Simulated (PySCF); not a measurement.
# C5H12Cl2SeSi (MeSiCl2(SeBu)): the cost of one run

Computed with PySCF 2.14.0 and routines of our own; the level stands in each step. Atoms count from 0.

### 1 The starting structure

21 atoms, charge 0, multiplicity 1; geometry from: GFN2-xTB.

### 2 Geometry optimisation at PBE0-D3(BJ)/def2-SVP

Job settings and geometry (Å):

```
{"job": {"xc": "PBE0", "basis": "def2-SVP", "d3": "d3bj", "grid": 1, "maxiter": 30, "shake": 0.01, "kind": "geom"}, "charge": 0, "multiplicity": 1}
C     -2.955020    -0.199860     1.053820
C     -2.072340     0.534890     0.056510
C     -1.284950    -0.450100    -0.791070
C     -0.276850     0.231760    -1.750800
Se     1.076300     1.332780    -0.883910
Si     2.170570    -0.259030     0.342840
C      3.941650     0.374380     0.671420
Cl     1.260980    -0.637670     2.110220
Cl     2.230450    -2.008580    -0.672880
H     -3.541880     0.543680     1.646980
H     -3.688740    -0.822150     0.537040
H     -2.381870    -0.785710     1.736700
H     -2.691080     1.185090    -0.609700
H     -1.391070     1.187960     0.612130
H     -0.714200    -1.130020    -0.122400
H     -1.950680    -1.049010    -1.365430
H      0.224710    -0.491060    -2.357710
H     -0.847890     0.928920    -2.397510
H      4.452310    -0.258560     1.388920
H      3.872610     1.393180     1.073330
H      4.495800     0.401390    -0.255470
```

On the command line:

```
> OMP_NUM_THREADS=1 python heavy_run.py task.json out
```

The driver reads the jobs from task.json and runs them one after another.

Q: Estimate the wall time and peak memory of this first job on 1 thread of Arm Neoverse V2, shared host.

About 4.2 min, with a peak of 1.3 GiB.
